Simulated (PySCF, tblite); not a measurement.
# C₅H₄Br₂Si: geometry, infrared bands and NMR shifts

Aim: predict the infrared bands and NMR shifts of C₅H₄Br₂Si (`C#C[Si@@H](Br)C#CCBr`).

The runs use tblite 0.8.0 and PySCF 2.14.0, with density-fitted response routines of our own; the level of theory stands in each step. All values are computed, except where a source is named. Atoms are numbered from 0 throughout.

**1. The starting structure**

12 atoms, charge 0, multiplicity 1; geometry from: force field or distance geometry start.

Bonds of the start (Å): C0–C1 1.19, C1–Si2 1.89, Si2–Br3 2.21, Si2–C4 1.86, C4–C5 1.20, C5–C6 1.46, C6–Br7 1.95, C0–H8 1.07, Si2–H9 1.49, C6–H10 1.09, C6–H11 1.10.

**2. Geometry optimisation with GFN2-xTB**

The job: settings as JSON, then the geometry in Å.

```
{"job": {"kind": "relax", "xc": "GFN2-xTB", "basis": "xTB"}, "charge": 0, "multiplicity": 1}
C     -3.485300     0.147500    -0.801800
C     -2.594600     0.496700    -0.097300
Si    -1.170700     1.019100     1.031400
Br    -1.712700     0.483100     3.103800
C      0.424700     0.153400     0.609900
C      1.453800    -0.394800     0.323000
C      2.715500    -1.058200    -0.014800
Br     3.812200     0.084100    -1.146600
H     -4.292000    -0.158000    -1.431400
H     -1.005200     2.494500     0.970000
H      3.310700    -1.277600     0.875900
H      2.544800    -1.990500    -0.565300
```

Started as:

```bash
OMP_NUM_THREADS=1 python probes_run.py task.json out
```

One launch serves the whole session: the jobs run in the order shown.

**Question.** This job is followed by: GFN2-xTB harmonic vibrations, gas phase; GIAO PBE0/pcSseg-1 NMR shielding, non-relativistic, gas phase. What will the session give for the following? strongest single infrared mode (GFN2-xTB); zero-point energy (GFN2-xTB); ¹³C shifts against TMS (PBE0/pcSseg-1); ¹H shifts against TMS (PBE0/pcSseg-1); ²⁹Si shifts against TMS (PBE0/pcSseg-1); ⁷⁹Br shifts against HBr (PBE0/pcSseg-1).

The runs gave:

| quantity | value |
| --- | --- |
| strongest single infrared mode (GFN2-xTB) | 641 cm⁻¹, 290 km/mol |
| zero-point energy (GFN2-xTB) | 40.8 kcal/mol |
| ¹³C shifts against TMS (PBE0/pcSseg-1) | 112.6, 105.6, 94.6, 86.0, 30.7 ppm |
| ¹H shifts against TMS (PBE0/pcSseg-1) | 5.55, 4.22, 4.20, 2.24 ppm |
| ²⁹Si shifts against TMS (PBE0/pcSseg-1) | -52.2 ppm |
| ⁷⁹Br shifts against HBr (PBE0/pcSseg-1) | 551, 65 ppm |

In words: Relaxing lowered the energy by 0.100 eV in 52 steps; the close pair that moved most is C1–Si2, from 1.891 to 1.842 Å. All 30 modes are real, so the xTB geometry is a minimum. The strongest single mode, at 641 cm⁻¹, moves mainly H9. GFN2-xTB is a fitted tight-binding method: band positions and strengths are rough. Its intensities can rank the bands wrongly. C6 stands next to heavy halogen, whose spin-orbit shielding this run leaves out, so the computed shift lies too far downfield, most of all for carbon beside Br or I. At PBE0/pcSseg-1: The largest span, 1703 ppm, is at Br7, where the paramagnetic term is -1051 ppm. Spin-orbit coupling is left out, which matters for shieldings and couplings at and beside the heavy atoms.
